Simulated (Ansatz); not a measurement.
# BBi: a single-point run

Wanted: a converged single-point run for BBi, and a check of what comes out. The structure is shown as the input types it. The cell is built on a prototype (CsCl type) and needn't be the phase found in nature.

Method: density functional or hybrid calculation with the settings of its input, plane waves (as first typed), in Ansatz 0.2.0.

11 further runs of the same task are left out: 8 for a known fault of the program, 3 that didn't finish.

### Step 1. Starting point

The structure is cubic, space group Pm-3m (No. 221). Conventional cell: a = 3.370 Å, b = 3.370 Å, c = 3.370 Å, α = 90.00°, β = 90.00°, γ = 90.00°. B (site symmetry m-3m) is surrounded by 8 Bi at 2.92 Å. Bi (site symmetry m-3m) has 8 B at 2.92 Å as nearest neighbours.

The input asks for a charge of -1 e on the cell.

Coordinates:

```
CELL_PARAMETERS angstrom
3.37013 0.00000 0.00000
0.00000 3.37013 0.00000
0.00000 0.00000 3.37013
ATOMIC_POSITIONS crystal
B 0.00000 0.00000 0.00000
Bi 0.50000 0.50000 0.50000
```

### Step 2. The run

The input, input.yaml:

```yaml
crystal:
  lattice:
    - [3.3701289731, 0.0, 0.0]
    - [0.0, 3.3701289731, 0.0]
    - [0.0, 0.0, 3.3701289731]
  atoms:
    - { symbol: B, position: [0.0, 0.0, 0.0] }
    - { symbol: Bi, position: [0.5, 0.5, 0.5] }
kpoints:
  mp_grid: { grid: [6, 6, 6] }
hamiltonian:
  xc: pbe
scf:
  occupations: { method: fermi_dirac, width: 0.02 }
  n_extra_bands: 4
  max_iter: 81
output:
  forces: true
  stress: true
  eigenvalues: true
total_charge: -1
```

Run with:

```sh
> ansatz run input.yaml --threads 4 --pin off --max-ram 3686MiB --backend cpu --events-out ev --progress --plain --runs-dir out
```

Q: Will this input give a usable result? If not, why, and what should change?

The run converged and reported no error. That alone doesn't make the input a sound one.

The suspect setting: total_charge is -1. With this charge the calculation describes a differently charged system.

To check: delete total_charge (the default then holds).
